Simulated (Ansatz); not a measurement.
# CH7AlOSi: how energies converge with the basis set

Aim: see how fast density functionals converge with the basis set for CH7AlOSi.

Computed with Ansatz 0.2.0, Gaussian basis. Level: one geometry, several basis sets.

The runs, in order: PBE0-D4/def2-SVP; ωB97M-V/def2-SVP; PBE0-D4/def2-QZVPP; ωB97M-V/def2-QZVPP; the functionals' def2-TZVPP values are taken from earlier runs.

## Step 1: The relaxed structure

An earlier PBE0-D4 in a triple-zeta def2 set relaxation fixed the geometry.

SMILES `[AlH2][O]C[SiH3]`, 11 atoms, charge 0, spin multiplicity 1.

Atoms are counted from 1 here; the program's logs count them from 0.

Bond lengths: Al1–O2 1.691 Å, Al1–H5 1.584 Å, Al1–H6 1.576 Å, O2–C3 1.407 Å, C3–Si4 1.891 Å, C3–H7 1.097 Å, C3–H8 1.100 Å, Si4–H9 1.489 Å, Si4–H10 1.489 Å, Si4–H11 1.486 Å. Angles: O2–Al1–H5 118.4°, O2–Al1–H6 116.1°, H5–Al1–H6 125.6°, Al1–O2–C3 133.6°, O2–C3–Si4 109.8°, O2–C3–H7 109.4°, O2–C3–H8 112.1°, Si4–C3–H7 109.6°, Si4–C3–H8 109.5°, H7–C3–H8 106.3°, C3–Si4–H9 110.3°, C3–Si4–H10 108.8°, C3–Si4–H11 110.4°, H9–Si4–H10 109.1°, H9–Si4–H11 109.3°, H10–Si4–H11 108.9°.

## Step 2: PBE0-D4 in def2-SVP

in.yaml

```yaml
crystal:
  periodic: [false, false, false]
  atoms:
    - {symbol: Al, position_ang: [-0.578648, 2.259622, 0.118204]}
    - {symbol: O, position_ang: [-0.593708, 0.697432, -0.527724]}
    - {symbol: C, position_ang: [0.399429, -0.278535, -0.731159]}
    - {symbol: Si, position_ang: [0.114115, -1.735335, 0.440692]}
    - {symbol: H, position_ang: [0.809799, 2.872243, 0.573469]}
    - {symbol: H, position_ang: [-1.974590, 2.985601, 0.207529]}
    - {symbol: H, position_ang: [0.359929, -0.628349, -1.770342]}
    - {symbol: H, position_ang: [1.412283, 0.122530, -0.578016]}
    - {symbol: H, position_ang: [1.170760, -2.767662, 0.250282]}
    - {symbol: H, position_ang: [0.164320, -1.240337, 1.843956]}
    - {symbol: H, position_ang: [-1.218188, -2.344212, 0.193609]}
basis:
  gaussian: {orbitals: def2-SVP}
hamiltonian: {xc: pbe0, dispersion: d4}
output: {orbitals: {seedname: orbitals}}
```

Started as:

```sh
> ansatz run in.yaml --threads 2 --pin off --events-out ev --progress --plain --max-ram 4352MiB
```

After this run come: ωB97M-V in def2-SVP; PBE0-D4 in def2-QZVPP; ωB97M-V in def2-QZVPP.

Before running them: what should the planned runs give, taken together? Wanted: PBE0-D4: double and triple zeta above quadruple; ωB97M-V: double and triple zeta above quadruple.

The runs gave:

| quantity | value |
| --- | --- |
| PBE0-D4: double and triple zeta above quadruple | 9.49, 0.67 eV |
| ωB97M-V: double and triple zeta above quadruple | 9.63, 0.63 eV |

In words: For PBE0-D4 the step from double to triple zeta gains 8.82 eV and the next only 0.67 eV. These are total energies; as a rule much of such shifts cancels in differences, which this series doesn't test. The LUMO of ωB97M-V is positive and keeps falling with the basis (0.76 to 0.24 eV): an unbound level that the basis holds in place.
